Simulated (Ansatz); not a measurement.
# AlGeNH (quartet): from Hartree-Fock to the top rungs at a displaced geometry (v1), cc-pVDZ

An exercise on one series of results from a longer session: the logs are not shown, and one member is left open.

The runs use Ansatz 0.2.0, Gaussian basis; cc-pVDZ, core rule «outside noble gas», up to 20 orbitals frozen.

Plan: UHF; CCSD(T) on ROHF; CCSD(T) on UHF; BCCD(T) on ROHF; CISD as a restricted active space (open shells left free, so some higher excitations enter); CCSDT(Q) on ROHF; CCSDT(Q) on UHF.

32 further runs of the same task are left out: 16 that didn't finish, 16 set aside as unsound or not needed. Runs told in other sessions of the task aren't counted.

## What is computed

The geometry is a PBE0/def2-TZVP stationary point (not a proven minimum) with its atoms shifted at random (size 0.040 Å). No spin-orbit coupling is included. The filled d shell of Ge may be among the frozen orbitals whatever the setting's name suggests.

4 atoms, charge 0, spin multiplicity 4.

Atoms are counted from 1 here; the program's logs count them from 0.

Bond lengths: Al1–N2 1.824 Å, Al1–H4 1.589 Å, N2–Ge3 1.932 Å. Angles: N2–Al1–H4 112.1°, Al1–N2–Ge3 157.7°.

Set-up of the first run:

in.yaml reads:

```yaml
crystal:
  periodic: [false, false, false]
  atoms:
    - {symbol: Al, position_ang: [-0.029274, -0.055059, 2.550847]}
    - {symbol: N, position_ang: [-0.030107, -0.357164, 0.751657]}
    - {symbol: Ge, position_ang: [0.017857, 0.068582, -1.132629]}
    - {symbol: H, position_ang: [-0.084920, 1.494573, 2.897170]}
basis:
  gaussian: {orbitals: cc-pVDZ}
magnetization: {spin_polarized: true, initial_magnetization: 3}
hamiltonian: {xc: hf}
output: {orbitals: {seedname: orbitals}}
```

On the command line:

```console
ansatz run in.yaml --threads 1 --pin off --events-out ev --progress --plain --max-ram 2393MiB
```

Steps of the session up to this table: UHF; CCSD(T) on ROHF; CCSD(T) on UHF; BCCD(T) on ROHF; CISD as a restricted active space (open shells left free, so some higher excitations enter); CCSDT(Q) on ROHF; CCSDT(Q) on UHF.

One of the session's tables, all rows but one given; the rest of the session is left out.

```
   method  from RCCSDT(Q) (meV)
     ROHF               +7864.5
      UHF               +7621.7
     RMP2               +1376.7
     UMP2               +1385.1
    RCCSD                     ?
    UCCSD                +413.4
 RCCSD(T)                +153.8
 UCCSD(T)                +152.8
  BCCD(T)                +153.2
   RCCSDT                 +53.2
   UCCSDT                 +52.6
RCCSDT(Q)                     0
UCCSDT(Q)                  -3.4
```

**Question.** Estimate the row for RCCSD.

As computed: from RCCSDT(Q) (meV): +420.6. In the column «from RCCSDT(Q) (meV)» it lies between UCCSD (+413.4) and RMP2 (+1376.7).

Not comparable, so not listed: CISD as a restricted active space (open shells left free, so some higher excitations enter) (they don't share determinant, frozen orbitals or solution with the rows shown, or repeat one).

Caveats from the session: Restricted and unrestricted rows rest on different reference determinants; a gap between their highest levels can come from leftover correlation error, from unlike frozen cores or from another state.
